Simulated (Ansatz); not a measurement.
# CH₃BI radical: basis-set convergence

Aim: see how fast density functionals converge with the basis set for CH₃BI radical.

Computed with Ansatz 0.2.0, Gaussian basis. Level: one geometry, several basis sets.

The runs, in order: PBE0-D4/def2-SVP; ωB97M-V/def2-SVP; PBE0-D4/def2-QZVPP; ωB97M-V/def2-QZVPP; the functionals' def2-TZVPP values are taken from earlier runs.

## Step 1: The relaxed structure

All runs share one geometry, relaxed beforehand with PBE0-D4 in a triple-zeta def2 set. I takes the def2 core potential; no spin-orbit term is included.

6 atoms, charge 0, spin multiplicity 2.

Atoms are counted from 1 here; the program's logs count them from 0.

Bond lengths: C1–B2 1.541 Å, C1–H4 1.100 Å, C1–H5 1.094 Å, C1–H6 1.092 Å, B2–I3 2.101 Å. Angles: B2–C1–H4 106.2°, B2–C1–H5 113.8°, B2–C1–H6 112.7°, H4–C1–H5 107.1°, H4–C1–H6 106.7°, H5–C1–H6 109.8°, C1–B2–I3 127.4°.

## Step 2: PBE0-D4 in def2-SVP

File in.yaml:

```yaml
crystal:
  periodic: [false, false, false]
  atoms:
    - {symbol: C, position_ang: [-0.352539, 0.347915, -0.326407]}
    - {symbol: B, position_ang: [0.116285, -1.039571, 0.152333]}
    - {symbol: I, position_ang: [1.780815, -1.479693, 1.356751]}
    - {symbol: H, position_ang: [-1.008509, 0.739870, 0.464371]}
    - {symbol: H, position_ang: [0.460062, 1.068824, -0.456479]}
    - {symbol: H, position_ang: [-0.954014, 0.298755, -1.236868]}
basis:
  gaussian: {orbitals: def2-SVP}
magnetization: {spin_polarized: true, initial_magnetization: 1}
hamiltonian: {xc: pbe0, dispersion: d4}
output: {orbitals: {seedname: orbitals}}
```

Run with:

```bash
> ansatz run in.yaml --threads 2 --pin off --events-out ev --progress --plain --max-ram 32768MiB --backend cpu
```

Further steps of the session: ωB97M-V in def2-SVP; PBE0-D4 in def2-QZVPP; ωB97M-V in def2-QZVPP.

Before running them: what should the planned runs give, taken together? Wanted: PBE0-D4: double and triple zeta above quadruple; ωB97M-V: double and triple zeta above quadruple.

As calculated:

```
                                       quantity          value
PBE0-D4: double and triple zeta above quadruple  2.28, 0.13 eV
ωB97M-V: double and triple zeta above quadruple  2.43, 0.13 eV
```

What this shows: For PBE0-D4 the step from double to triple zeta gains 2.15 eV and the next only 0.13 eV. These are total energies; as a rule much of such shifts cancels in differences, which this series doesn't test.
